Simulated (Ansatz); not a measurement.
# C2H5FSi (SMILES F/C=C/[SiH3]): MP2/cc-pVDZ

What is the vertical singlet–triplet gap of C2H5FSi at MP2/cc-pVDZ? 

The calculation is run with Ansatz 0.2.0.

91 further runs of the same task are left out: 91 set aside as unsound or not needed.

## 1. The structure to begin with

The species is C2H5FSi (9 atoms), meant as a singlet with charge 0. As SMILES, `F/C=C/[SiH3]`. Geometry: relaxed at PBE0-D4/def2-TZVP.

Bond lengths: F1–C2 1.336 Å, C2–C3 1.322 Å, C3–Si4 1.852 Å, C2–H5 1.086 Å, C3–H6 1.087 Å, Si4–H7 1.487 Å, Si4–H8 1.487 Å, Si4–H9 1.487 Å. Some angles: F1–C2–C3 122.8°, C2–C3–Si4 121.1°, F1–C2–H5 111.4°, C3–C2–H5 125.9°, C2–C3–H6 117.6°, Si4–C3–H6 121.3°, C3–Si4–H7 110.8°, C3–Si4–H8 110.8°, C3–Si4–H9 108.6°, H7–Si4–H8 107.9°.

## 2. The energy at MP2/cc-pVDZ

Input file in.yaml:

```yaml
crystal:
  periodic: [false, false, false]
  atoms:
    - symbol: F
      position_ang: [-1.259900, 2.360900, 0.506400]
    - symbol: C
      position_ang: [-0.578300, 1.355000, -0.048000]
    - symbol: C
      position_ang: [-0.336700, 0.219900, 0.584900]
    - symbol: Si
      position_ang: [0.614100, -1.145000, -0.228900]
    - symbol: H
      position_ang: [-0.264200, 1.599600, -1.058100]
    - symbol: H
      position_ang: [-0.716100, 0.118100, 1.598600]
    - symbol: H
      position_ang: [1.843700, -1.465600, 0.542800]
    - symbol: H
      position_ang: [-0.206700, -2.381600, -0.316300]
    - symbol: H
      position_ang: [0.992500, -0.707600, -1.598500]
basis:
  gaussian:
    orbitals: cc-pVDZ
accuracy: high
correlation:
  method: mp2
  frozen_orbitals: {C: 1, F: 1, H: 0, Si: 5}
```

The run is started by

```console
$ ansatz run in.yaml --threads 1 --pin off --max-ram 3480MiB --events-out events.jsonl --progress --plain --runs-dir runs
```

Output:

```text
Warning: RAYON_NUM_THREADS=1 ignored (pool sized by the plan → 1); use --threads N
Functional definition: HF
  name "HF"
  exchange = exact_x
  correlation = 0
1988 factors; integrals over basis functions are off by at most 3.8e-9 eV
mean field evaluation 1: about -12705.3166 eV, gradient 2.6e1 eV
mean field evaluation 2: about -12705.4542 eV, gradient 2.6e1 eV
mean field evaluation 4: about -12707.4788 eV, gradient 3.2e0 eV
mean field evaluation 8: about -12707.5200 eV, gradient 1.9e-1 eV
mean field -12707.52031969 eV, -466.9927582820 hartree, gradient 8.4e-8 eV, S^2 0.000000; 0 other end points of the search recorded, 0 dependent functions left out
8 core orbitals not correlated: weight in the atoms' cores, before any rotation towards them, 1.000 or more for the frozen orbitals, at most 0.000 for the correlated occupied ones
reference -12707.52031969 eV, -466.9927582820 hartree; 12, 12 occupied and 65, 65 virtual orbitals, 1988 factors
second order -15.00952566 eV of doubles, -0.00000000 eV of singles
Total energy: -12722.52984535 eV, -467.5443481762 hartree
```

It took 3 s on 1 thread of Arm Neoverse V2, shared host; peak memory 0.22 GiB.

## 3. The triplet at the same level

Input file job.yaml:

```yaml
crystal:
  periodic: [false, false, false]
  atoms:
    - {symbol: F, position_ang: [-1.259900, 2.360900, 0.506400]}
    - {symbol: C, position_ang: [-0.578300, 1.355000, -0.048000]}
    - {symbol: C, position_ang: [-0.336700, 0.219900, 0.584900]}
    - {symbol: Si, position_ang: [0.614100, -1.145000, -0.228900]}
    - {symbol: H, position_ang: [-0.264200, 1.599600, -1.058100]}
    - {symbol: H, position_ang: [-0.716100, 0.118100, 1.598600]}
    - {symbol: H, position_ang: [1.843700, -1.465600, 0.542800]}
    - {symbol: H, position_ang: [-0.206700, -2.381600, -0.316300]}
    - {symbol: H, position_ang: [0.992500, -0.707600, -1.598500]}
basis:
  gaussian:
    orbitals: cc-pVDZ
correlation:
  method: mp2
  frozen_orbitals: {C: 1, F: 1, H: 0, Si: 5}
accuracy: high
magnetization:
  spin_polarized: true
  initial_magnetization: 2
total_charge: 0
```

The run is started by

```console
$ ansatz run job.yaml --threads 1 --pin off --max-ram 3480MiB --events-out events.jsonl --progress --plain --runs-dir runs
```

Output:

```text
Warning: RAYON_NUM_THREADS=1 ignored (pool sized by the plan → 1); use --threads N
[... 4 set-up lines as earlier in the session ...]
1988 factors; integrals over basis functions are off by at most 3.8e-9 eV
mean field evaluation 1: about -12700.7405 eV, gradient 1.8e1 eV
mean field evaluation 2: about -12700.8997 eV, gradient 1.8e1 eV
mean field evaluation 4: about -12703.7721 eV, gradient 2.9e0 eV
mean field evaluation 8: about -12703.8886 eV, gradient 5.9e-1 eV
mean field evaluation 16: about -12703.8948 eV, gradient 5.6e-6 eV
mean field -12703.89477359 eV, -466.8595219204 hartree, gradient 2.2e-8 eV, S^2 2.020642; 0 other end points of the search recorded, 0 dependent functions left out
8 core orbitals not correlated: weight in the atoms' cores, before any rotation towards them, 1.000 or more for the frozen orbitals, at most 0.000 for the correlated occupied ones
reference -12703.89477359 eV, -466.8595219204 hartree; 13, 11 occupied and 64, 66 virtual orbitals, 1988 factors
second order -13.79039037 eV of doubles, -0.00000000 eV of singles
Total energy: -12717.68516396 eV, -467.3663094189 hartree
```

Run time: 4.2 s. Hardware: 1 thread of Arm Neoverse V2, shared host; peak memory 0.28 GiB.

## 4. Summary of results

At MP2/cc-pVDZ, 8 core orbitals frozen:

```
                                            quantity          value
                               singlet: total energy  -467.54435 Eh
singlet: correlation energy (8 core orbitals frozen)     -551.6 mEh
                               triplet: total energy  -467.36631 Eh
triplet: correlation energy (8 core orbitals frozen)     -506.8 mEh
          triplet: ⟨S²⟩ of the reference determinant          2.021
    vertical energy of the triplet above the singlet       4.845 eV
```

**Reading.** At this shape the triplet lies 4.84 eV (112 kcal/mol) above the singlet.
